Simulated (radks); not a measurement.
**Pt²⁺ in [Xe] 4f14 5d8: an all-electron calculation**

What are the levels of the platinum ion Pt2+, how large are its shells, and how does its energy divide?

Program: radks (a radial shooting solver on a logarithmic mesh, Libxc functionals) version 1. Level of theory: non-relativistic Kohn-Sham, Wu-Cohen GGA, spin-polarised, spherical densities, point nucleus; open shells are filled with parallel spins first. These are calculated values, not measurements, unless marked.

## Step 1: What is computed

```
element       : platinum (Z = 78)
charge        : +2
electrons     : 76
configuration : [Xe] 4f14 5d8
```

The outer shells:

Pt²⁺
```
[Xe] core
4f [↑↓][↑↓][↑↓][↑↓][↑↓][↑↓][↑↓]
5d [↑↓][↑↓][↑↓][↑ ][↑ ]
```

## Step 2: The calculation

Settings of this run:

```text
Z 78
configuration [Xe] 4f14 5d8 6s0 6p0
relativity non-relativistic
functional wc,pbe
spin polarised
nucleus point
```

Launch:

```sh
> python run_ks.py task.json out
```

The same process makes all the runs of this session.

What does the calculation give?

**Answer**, as computed:

```
                        quantity                     value
                    total energy       -17332.8542 hartree
exchange-correlation share of it                    1.92 %
                            −T/E                    0.9998
          highest occupied level       5d down, -25.943 eV
    most extended occupied level  5d down, <r> = 1.53 bohr
 radius at density 0.001 e/bohr³                 3.51 bohr
    maxima of the radial density                         4
         ionisation energy, NIST            29 (theory) eV
```

**Reading.** 5 principal shells are occupied and 4 maxima appear in the radial density; where shells overlap, one shows as a shoulder or not at all. −T/E = 0.9998, near the virial value of 1. The top level binds by 25.943 eV, 89 % of the NIST ionisation energy of 29 eV; the potential of a semilocal functional falls off too fast, so its top eigenvalue is too shallow. Relativity is left out here, which matters for elements this heavy. Open shells are spherical and high-spin; term and fine-structure splittings are not resolved.
